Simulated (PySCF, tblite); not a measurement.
# C4H4NOSe radical: geometry, infrared bands and EPR parameters

Wanted: the infrared bands and EPR parameters of C4H4NOSe radical (`O=CNC1=[C]C[Se]1`), by calculation.

Computed with tblite 0.8.0 and PySCF 2.14.0, with density-fitted response routines of our own, on a single molecule in the gas phase. Atoms are numbered from 0 throughout.

## 1. Starting geometry

11 atoms, charge 0, multiplicity 2; geometry from: force field or distance geometry start.

Bonds of the start (Å): O0–C1 1.27, C1–N2 1.43, N2–C3 1.42, C3–C4 1.38, C4–C5 1.48, C5–Se6 1.81, Se6–C3 1.96, C1–H7 1.07, N2–H8 1.05, C5–H9 1.11, C5–H10 1.11.

## 2. Relaxing the molecule with GFN2-xTB

Job settings and geometry (Å):

```
{"job": {"kind": "relax", "xc": "GFN2-xTB", "basis": "xTB"}, "charge": 0, "multiplicity": 2}
O     -2.096800    -1.206900     1.087000
C     -2.311300    -0.335300     0.184800
N     -1.213500     0.384100    -0.387600
C      0.144300     0.204900    -0.026800
C      1.306200     0.798600    -0.461000
C      2.227900     0.042600     0.411200
Se     1.008700    -0.975400     1.271900
H     -3.312200    -0.140600    -0.130700
H     -1.437400     1.090600    -1.127100
H      2.930300    -0.579800    -0.176600
H      2.759100     0.719900     1.114000
```

Run with:

```console
OMP_NUM_THREADS=1 python probes_run.py task.json out
```

One launch serves the whole session: the jobs run in the order shown.

Standard output:

```text
step      E/eV     max force
  0    -560.20830    5.121
  1    -560.89123    4.264
  2    -561.12367    1.636
  3    -561.21264    0.738
  4    -561.26647    0.496
  5    -561.29302    0.592
  6    -561.31861    0.279
  7    -561.32559    0.194
  8    -561.33041    0.199
  9    -561.33347    0.175
 10    -561.33676    0.160
 11    -561.34058    0.181
 12    -561.34603    0.261
 13    -561.35253    0.262
 14    -561.35742    0.210
 15    -561.36035    0.172
 16    -561.36185    0.099
 17    -561.36273    0.085
 18    -561.36344    0.061
 19    -561.36370    0.035
 20    -561.36378    0.021
 21    -561.36381    0.021
 22    -561.36383    0.013
 23    -561.36384    0.010
 24    -561.36385    0.006
```

Wall time 0.11 s (1 thread of Arm Neoverse V2, shared host).

Step by step:

| step | energy from step 0 (eV) | largest force (eV/Å) |
| --- | --- | --- |
| 0 | 0.0000 | 5.1213 |
| 1 | -0.6829 | 4.2640 |
| 2 | -0.9154 | 1.6362 |
| 3 | -1.0043 | 0.7375 |
| 4 | -1.0582 | 0.4957 |
| 5 | -1.0847 | 0.5917 |
| 6 | -1.1103 | 0.2793 |
| 7 | -1.1173 | 0.1938 |
| 8 | -1.1221 | 0.1991 |
| 9 | -1.1252 | 0.1754 |
| 10 | -1.1285 | 0.1605 |
| 11 | -1.1323 | 0.1811 |
| 12 | -1.1377 | 0.2609 |
| 13 | -1.1442 | 0.2618 |
| 14 | -1.1491 | 0.2097 |
| 15 | -1.1521 | 0.1724 |
| 16 | -1.1535 | 0.0991 |
| 17 | -1.1544 | 0.0853 |
| 18 | -1.1551 | 0.0615 |
| 19 | -1.1554 | 0.0354 |
| 20 | -1.1555 | 0.0208 |
| 21 | -1.1555 | 0.0205 |
| 22 | -1.1555 | 0.0134 |
| 23 | -1.1555 | 0.0099 |
| 24 | -1.1555 | 0.0059 |

Close pairs (by a distance rule), those that changed most:

| bond | before (Å) | after (Å) | change (Å) |
| --- | --- | --- | --- |
| C5–Se6 | 1.807 | 2.054 | +0.247 |
| C1–N2 | 1.432 | 1.351 | -0.080 |
| C3–C4 | 1.375 | 1.310 | -0.065 |
| O0–C1 | 1.273 | 1.210 | -0.062 |
| N2–C3 | 1.416 | 1.375 | -0.042 |
| N2–H8 | 1.047 | 1.009 | -0.038 |
| C1–H7 | 1.067 | 1.101 | +0.034 |
| C3–Se6 | 1.956 | 1.989 | +0.033 |

The final coordinates are the input of the step that follows.

## 3. Infrared spectrum with GFN2-xTB

Job settings and geometry (Å):

```
{"job": {"kind": "ir", "xc": "GFN2-xTB", "basis": "xTB"}, "charge": 0, "multiplicity": 2}
O     -1.902487    -1.164367     1.073919
C     -2.172501    -0.349211     0.221206
N     -1.259720     0.412367    -0.421570
C      0.070323     0.271583    -0.103652
C      1.251532     0.743586    -0.418374
C      2.264405     0.059130     0.402029
Se     0.736511    -1.006366     1.266842
H     -3.205105    -0.156530    -0.108431
H     -1.526798     1.082628    -1.127286
H      2.958091    -0.575932    -0.142417
H      2.791172     0.685782     1.116701
```

Standard output:

```text
mode    cm-1     km/mol
  1      99.6     19.51
  2     128.9     32.72
  3     160.3     20.27
  4     205.6     14.44
  5     287.2     10.29
  6     378.5      1.19
  7     431.3     42.22
  8     464.4      2.22
  9     501.0     48.78
 10     607.0     10.75
 11     738.9      8.33
 12     778.0     25.85
 13     906.5      2.40
 14     960.3      0.41
 15     994.4     62.10
 16    1065.4     19.81
 17    1107.2      7.20
 18    1145.8     32.81
 19    1340.9    191.49
 20    1358.7     24.28
 21    1393.9      1.63
 22    1692.8    220.74
 23    1727.6    150.29
 24    2833.6    112.39
 25    3002.3     15.12
 26    3004.2     14.14
 27    3427.5     15.67
```

Run time: 0.22 s. Hardware: 1 thread of Arm Neoverse V2, shared host.

Which atoms move in the most intense modes:

| cm⁻¹ | km/mol | atoms |
| --- | --- | --- |
| 431 | 42.2 | C3 44 %, N2 39 % |
| 501 | 48.8 | H8 80 % |
| 994 | 62.1 | N2 23 %, H10 17 %, H9 17 %, C4 17 % |
| 1146 | 32.8 | H8 66 % |
| 1341 | 191.5 | N2 48 %, H8 19 %, C1 15 %, H7 10 % |
| 1693 | 220.7 | C1 51 %, O0 29 %, C3 11 % |
| 1728 | 150.3 | C3 50 %, C4 28 %, C1 11 % |
| 2834 | 112.4 | H7 94 % |

## 4. g tensor and hyperfine couplings: B3LYP/def2-TZVP-core+pcH-1

Settings changed since step 3:

```diff
@@ -1,2 +1,2 @@
-{"job": {"kind": "ir", "xc": "GFN2-xTB", "basis": "xTB"}, "charge": 0, "multiplicity": 2}
+{"job": {"kind": "epr", "basis": "pcH-1"}, "charge": 0, "multiplicity": 2}
 O     -1.902487    -1.164367     1.073919
```

Level: UKS B3LYP, def2-TZVP-core on Se, pcH-1 on C H N O, non-relativistic, mean-field spin-orbit, GIAO.

Standard output:

```text
UKS, coarse grid
  cycle   1  E = -2686.12287428  |g| = 1.57e+00
  cycle   2  E = -2685.32196299  |g| = 1.62e+00
  cycle   3  E = -2685.93717945  |g| = 1.01e+00
  cycle   4  E = -2686.29306450  |g| = 2.13e-01
  cycle   5  E = -2686.29677152  |g| = 1.51e-01
  cycle   6  E = -2686.30758234  |g| = 3.64e-02
  cycle   7  E = -2686.30829644  |g| = 1.62e-02
  cycle   8  E = -2686.30841816  |g| = 4.50e-03
  cycle   9  E = -2686.30843046  |g| = 2.09e-03
  cycle  10  E = -2686.30843343  |g| = 8.93e-04
UKS, final grid
  cycle   1  E = -2686.30844358  |g| = 9.05e-04
  cycle   2  E = -2686.30844358  |g| = 1.56e-03
  cycle   3  E = -2686.30844459  |g| = 3.53e-04
  cycle   4  E = -2686.30844476  |g| = 2.76e-04
  cycle   5  E = -2686.30844495  |g| = 1.11e-04
  cycle   6  E = -2686.30844495  |g| = 4.80e-05
  cycle   7  E = -2686.30844495  |g| = 1.40e-05
E = -2686.30844495 Eh   <S^2> = 0.7610 (exact 0.7500)
g shifts (ppm)      1          2          3
  rmc          -180       -180       -180
  gc             22         -3         32
  oz_so      -54480       1096      14217
  total      -54639        912      14070
hyperfine (MHz)  atom isotope    a_iso     a_fc   dipolar eigenvalues
    0   17O      -0.33      -0.28     -1.68     -1.31      2.99
    1   13C      -0.17      -0.19     -1.00      0.11      0.89
    2   14N       4.49       4.52     -0.61     -0.25      0.87
    3   13C      11.25      10.59    -20.16     -4.30     24.46
    4   13C     321.08     325.62    -70.18    -49.86    120.03
    5   13C      29.61      28.97     -8.04     -7.06     15.10
    6  77Se    -113.41    -123.25   -123.47   -103.41    226.88
    7    1H       0.09       0.07     -0.70     -0.31      1.01
    8    1H       2.11       2.13     -2.66     -2.50      5.16
    9    1H       5.55       5.55     -6.36     -4.04     10.40
   10    1H       5.55       5.55     -6.36     -4.04     10.40
```

Wall time 2.5 min (1 thread of Arm Neoverse V2, shared host); peak memory 1.1 GiB.

Principal g values 1.94768, 2.00323, 2.01639; g(iso) = 1.98910, against 2.00232 for a free electron.

Mean a(iso) over the nuclei that a row names, and the largest dipolar term of the row (other rows stand at the frozen geometry):

| nuclei | isotope | a(iso) (MHz) | a(iso) (G, at g = 2.0023) | largest dipolar term (MHz) |
| --- | --- | --- | --- | --- |
| C4 | 13C | 321.1 | 114.6 | 120.0 |
| Se6 | 77Se | -113.4 | -40.5 | 226.9 |
| C5 | 13C | 29.6 | 10.6 | 15.1 |
| C3 | 13C | 11.2 | 4.0 | 24.5 |
| H9, H10 | 1H | 5.6 | 2.0 | 10.4 |
| N2 | 14N | 4.5 | 1.6 | 0.9 |
| H8 | 1H | 2.1 | 0.8 | 5.2 |
| O0 | 17O | -0.3 | -0.1 | 3.0 |
| C1 | 13C | -0.2 | -0.1 | -1.0 |
| H7 | 1H | 0.1 | 0.0 | 1.0 |

Mulliken spin populations:

| atom | value (e) |
| --- | --- |
| O0 | -0.01 |
| C1 | -0.01 |
| N2 | 0.01 |
| C3 | -0.10 |
| C4 | 0.86 |
| C5 | 0.00 |
| Se6 | 0.24 |
| H7 | 0.00 |
| H8 | 0.01 |
| H9 | 0.00 |
| H10 | 0.00 |

In first order the couplings over 0.8 MHz of 1H, 14N give 17 distinct lines over 7.9 G, if the averaged nuclei exchange fast.

Orbitals, density, ELF and potential are computed afterwards from the orbital file.

ELF in a plane through or near 9 of the atoms.

Values, 10 rows by 14 columns:
```
0.00 0.00 0.00 0.00 0.00 0.00 0.00 0.00 0.00 0.00 0.00 0.00 0.00 0.00
0.00 0.00 0.00 0.00 0.00 0.12 0.24 0.07 0.00 0.01 0.01 0.00 0.00 0.00
0.00 0.00 0.00 0.00 0.06 0.63 0.78 0.42 0.20 0.69 0.54 0.02 0.00 0.00
0.00 0.00 0.00 0.02 0.26 0.23 0.69 0.46 0.74 0.30 0.72 0.02 0.00 0.00
0.00 0.00 0.03 0.30 0.62 0.66 0.26 0.66 0.10 0.66 0.53 0.71 0.19 0.00
0.00 0.00 0.07 0.61 0.29 0.66 0.59 0.28 0.60 0.80 0.95 1.00 0.64 0.00
0.00 0.00 0.03 0.15 0.54 0.42 0.83 0.45 0.54 0.73 0.03 0.71 0.05 0.00
0.00 0.00 0.00 0.01 0.51 0.92 0.66 0.04 0.72 0.98 0.13 0.00 0.00 0.00
0.00 0.00 0.00 0.00 0.22 0.65 0.37 0.01 0.07 0.41 0.00 0.00 0.00 0.00
0.00 0.00 0.00 0.00 0.00 0.00 0.00 0.00 0.00 0.00 0.00 0.00 0.00 0.00
```
The map spans 11.6 Å across and 8.4 Å up, centred on the molecule. Atoms in the plane (x, y in Å): O0 (1.8, 1.5), C1 (2.2, 0.4), N2 (1.3, -0.6), C3 (-0.1, -0.4), C4 (-1.2, -1.0), C5 (-2.3, 0.0), Se6 (-0.8, 1.5), H7 (3.2, 0.1), H8 (1.6, -1.6).

log10 of the density (e/Å³) in the same plane.

Ten even steps from ' ' (-4.0) to '@' (1.7):
```
                    ........                            
                ....::::::::::..                        
              ..::::----------::::::::::..              
              ..::--==++++====----======--::..          
            ..::--==++****++++====++++++==--::          
          ..::--==++**####****++**######++==--..        
        ..::--==++**##@@@@##**++**%%@@##**==--::..      
      ..::--==++++**##@@@@##**++**##%%##**++==--::      
    ..::--==++********####****++++**####****++==::..    
    ..::--++**######******##********%%@@####**==--..    
    ..::--++**##%%####**##%%%%##############**==--::    
    ..::--==++**##########%%%%##%%@@##******++==--..    
      ..----==++**##%%@@####**####%%##++======--::..    
      ..::----==++**####****++++**####++==--::::..      
        ..::::--==++****++======++****++--::....        
          ..::----==++++====----==++====::..            
            ..::::----------::::------::..              
              ....::::::::..............                
                  ........                              
                                                        
```
The map spans 11.6 Å across and 8.4 Å up, centred on the molecule. Atoms in the plane (x, y in Å): O0 (1.8, 1.5), C1 (2.2, 0.4), N2 (1.3, -0.6), C3 (-0.1, -0.4), C4 (-1.2, -1.0), C5 (-2.3, 0.0), Se6 (-0.8, 1.5), H7 (3.2, 0.1), H8 (1.6, -1.6).

On the surface of density 0.002 e/bohr³ the electrostatic potential runs, from the 1st to the 99th percentile, from -1.56 V near O0 to 2.59 V near H8.

The spin density lies nearest to C4 67 %; Se6 18 %; C3 7 % (both signs).

## 5. What came out

```
                                 quantity                  value
strongest single infrared mode (GFN2-xTB)  1693 cm⁻¹, 221 km/mol
             zero-point energy (GFN2-xTB)          43.9 kcal/mol
                           g(iso) (B3LYP)                1.98910
                                     ⟨S²⟩     0.761 (exact 0.75)
       largest a(iso) (averaged by class)   13C on C4, 321.1 MHz
    surface potential, 1st and 99th percentile     -1.56 V and 2.59 V
```

**Reading.** Relaxing lowered the energy by 1.156 eV in 24 steps; the close pair that moved most is C5–Se6, from 1.807 to 2.054 Å. All 27 modes are real, so the xTB geometry is a minimum. The strongest single mode, at 1693 cm⁻¹, moves mainly C1 and O0. GFN2-xTB is a fitted tight-binding method: band positions and strengths are rough. Its intensities can rank the bands wrongly. C4 carries the largest spin population, 0.86 e. The isotropic g lies 13.2 ppt below the free-electron value. The hyperfine terms hold no scalar relativity, which the heavier nuclei need.
